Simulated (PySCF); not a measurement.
**[Pb(NH2)2]2+: other functionals and bases at one geometry**

The task here is to estimate one member of a computed series from the others.

Method: several levels, as the steps say, no spin–orbit coupling; program: PySCF 2.14.0.

1 further run of the same task is left out (for a known fault of the program).

## The system as given

7 atoms, charge 2, spin multiplicity 1.

Bond lengths: Pb1–N2 2.086 Å, Pb1–N5 2.086 Å, N2–H3 1.038 Å, N2–H4 1.040 Å, N5–H6 1.038 Å, N5–H7 1.040 Å. Angles: N2–Pb1–N5 148.5°, Pb1–N2–H3 111.1°, Pb1–N2–H4 111.0°, H3–N2–H4 108.5°, Pb1–N5–H6 111.1°, Pb1–N5–H7 111.0°, H6–N5–H7 108.5°.

As a file:

```xyz
7
charge 2, multiplicity 1
Pb    0.00000    0.00000   -0.05275
N     2.00475   -0.11630    0.51300
H     2.57562   -0.57183   -0.22489
H     2.39533    0.83017    0.69589
N    -2.00475    0.11630    0.51300
H    -2.57562    0.57183   -0.22489
H    -2.39533   -0.83017    0.69589
```

Formal oxidation states: Pb +4. An earlier session relaxed this geometry at PBE0, Pb def2-SVP with ECP60, N def2-SVP, H def2-SVP (singlet, point group C2).

At PBE0 on the finer grid: E = -303.733013 Eh, HOMO -19.77 eV, LUMO -15.92 eV, Mulliken charge on Pb1 +1.37 e, largest force component 0.018 eV/Å. 

Levels to run: TPSS; BP86; PBE0, TZVP. Hardware: 2 threads of Intel Xeon Platinum 8259CL at 2.50GHz (Skylake/Cascade Lake), shared host.

The first run:

run.py (the lines that set the calculation)

```python
mol = gto.M(atom='''
Pb     0.00000     0.00000    -0.05275
N      2.00475    -0.11630     0.51300
H      2.57562    -0.57183    -0.22489
H      2.39533     0.83017     0.69589
N     -2.00475     0.11630     0.51300
H     -2.57562     0.57183    -0.22489
H     -2.39533    -0.83017     0.69589''',
    basis={'Pb': 'def2-SVP', 'N': 'def2-SVP', 'H': 'def2-SVP'},
    ecp={'Pb': 'def2-SVP'},
    charge=2, spin=0)
mf = dft.RKS(mol, xc='TPSS')
mf.grids.atom_grid = (75, 302)
mf = mf.density_fit()  # fitting sets: Pb def2-universal-JKFIT, N def2-universal-JKFIT, H def2-universal-JKFIT
mf.conv_tol = 1e-08; mf.max_cycle = 55
mf.kernel(dm0)  # dm0: the density of the relaxed state
```

On the command line:

```bash
OMP_NUM_THREADS=2 python run.py
```

Steps of the session up to this table: TPSS; BP86; PBE0, TZVP.

One of the session's tables, all rows but one given; the rest of the session is left out.

| level | HOMO (eV) | gap (eV) | charge on Pb1 (e) | dipole (D) | largest force component (eV/Å) |
| --- | --- | --- | --- | --- | --- |
| PBE0 (relaxed here) | -19.77 | 3.85 | 1.37 | 0.83 | 0.02 |
| TPSS | -18.65 | 2.03 | 1.32 | 0.58 | 0.47 |
| BP86 | ? | ? | ? | ? | ? |
| PBE0, TZVP | -19.78 | 3.98 | 1.42 | 0.67 | 0.38 |

Q: Estimate the row for BP86 from the others.

The run gave: HOMO (eV): -18.76; gap (eV): 1.86; charge on Pb1 (e): 1.29; dipole (D): 0.53; largest force component (eV/Å): 0.48. In the column «HOMO (eV)» it lies between PBE0 (relaxed here) (-19.77) and TPSS (-18.65).

The dipole of a charged species depends on the origin, so these sizes hold for this origin alone.

In one basis the HOMO–LUMO gap runs from 1.86 eV (BP86) to 3.85 eV (PBE0). The largest leftover force, 0.48 eV/Å with BP86, stands at a geometry relaxed at another level. Total energies of different levels can't be compared.
